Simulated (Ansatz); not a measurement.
# Sc5SbSe2: the cost of one run

Program: Ansatz 0.2.0. Level of theory: DFT PBE, scalar-relativistic, plane waves, PAW, unless a step names another level. These are calculated values, not measurements.

3 further runs of the same task are left out: 2 that didn't finish, 1 set aside as unsound or not needed. Runs told in other sessions of the task aren't counted.

## Step 1: The starting structure

The structure is tetragonal, space group I4/mcm (No. 140). Conventional cell: a = 7.266 Å, b = 7.266 Å, c = 12.634 Å, α = 90.00°, β = 90.00°, γ = 90.00°. Sc (site symmetry 4/m) is surrounded by 4 Se at 2.75 Å and 2 Sb at 3.16 Å. Sc (site symmetry m) has 3 Se at 2.75 to 2.91 Å and 2 Sb at 3.05 Å and 1 Sc at 3.08 Å in its first shell of neighbours. Sb (site symmetry 422) is surrounded by 10 Sc at 3.05 to 3.16 Å. Around Se (site symmetry m2m) lie 8 Sc at 2.75 to 2.91 Å.

As a file:

```cif
data_structure
_symmetry_space_group_name_H-M 'I4/mcm'
_symmetry_Int_Tables_number 140
_cell_length_a 7.2661
_cell_length_b 7.2661
_cell_length_c 12.6341
_cell_angle_alpha 90.000
_cell_angle_beta 90.000
_cell_angle_gamma 90.000
_cell_volume 667.03
loop_
_atom_site_label
_atom_site_type_symbol
_atom_site_symmetry_multiplicity
_atom_site_Wyckoff_symbol
_atom_site_fract_x
_atom_site_fract_y
_atom_site_fract_z
_atom_site_occupancy
Sc1 Sc 4 c 0.00000 0.00000 0.00000 1
Sc2 Sc 16 l 0.35022 0.14978 0.14911 1
Sb1 Sb 4 a 0.50000 0.50000 0.25000 1
Se1 Se 8 h 0.34473 0.84473 0.00000 1
```

It came out lowest among 20 distinct ends of the trial cells. At a tolerance of 0.05 Å it has space group I4/mcm (No. 140).

## Step 2: Electronic structure at the relaxed geometry

input.yaml reads:

```yaml
crystal:
  lattice:
    - [-3.6330408571, 3.6330408571, 6.3170614979]
    - [3.6330408571, -3.6330408571, 6.3170614979]
    - [3.6330408571, 3.6330408571, -6.3170614979]
  atoms:
    - { symbol: Sc, position: [0.0, 0.0, 0.0] }
    - { symbol: Sc, position: [0.5, 0.5, 0.0] }
    - { symbol: Sc, position: [0.298897928, 0.4993299902, 0.5] }
    - { symbol: Sc, position: [0.4993299902, 0.9993299902, 0.2004320621] }
    - { symbol: Sc, position: [0.5006700098, 0.0006700098, 0.7995679379] }
    - { symbol: Sc, position: [0.0006700098, 0.201102072, 0.5] }
    - { symbol: Sc, position: [0.201102072, 0.701102072, 0.2004320621] }
    - { symbol: Sc, position: [0.798897928, 0.298897928, 0.7995679379] }
    - { symbol: Sc, position: [0.701102072, 0.5006700098, 0.5] }
    - { symbol: Sc, position: [0.9993299902, 0.798897928, 0.5] }
    - { symbol: Sb, position: [0.75, 0.75, 0.0] }
    - { symbol: Sb, position: [0.25, 0.25, 0.0] }
    - { symbol: Se, position: [0.8447257716, 0.3447257716, 0.1894515432] }
    - { symbol: Se, position: [0.1552742284, 0.6552742284, 0.8105484568] }
    - { symbol: Se, position: [0.3447257716, 0.1552742284, 0.5] }
    - { symbol: Se, position: [0.6552742284, 0.8447257716, 0.5] }
basis:
  ecutwfc: 420
kpoints:
  mp_grid: { grid: [6, 6, 6] }
  band_path:
    path:
      - [[0.0, 0.0, 0.0], [0.0, 0.0, 0.5], [0.25, 0.25, 0.25], [0.0, 0.5, 0.0], [0.0, 0.0, 0.0], [0.5, 0.5, -0.5], [0.3326895, 0.6673105, -0.3326895]]
      - [[-0.3326895, 0.3326895, 0.3326895], [0.0, 0.0, 0.0]]
      - [[0.0, 0.0, 0.5], [-0.165379, 0.165379, 0.5]]
      - [[0.5, 0.5, -0.165379], [0.5, 0.5, -0.5]]
    npoints: 10
hamiltonian:
  xc: pbe
scf:
  occupations: { method: gaussian, width: 0.1 }
  n_extra_bands: 40
output:
  forces: true
  stress: true
  eigenvalues: true
  populations: true
  dos: { projected: true, de: 0.02, nscf_kmesh: { grid: [8, 8, 8] } }
  bader: false
  write_density: true
  write_potential: true
  elf: true
  volumetric_format: npy
```

Command:

```console
$ ansatz run input.yaml --threads 1 --pin off --max-ram 2560MiB --backend cpu --events-out ev --progress --plain --runs-dir out
```

Q: Estimate wall time and peak memory on 1 thread of Arm Neoverse V2, shared host.

About 8.9 min, with a peak of 2 GiB.
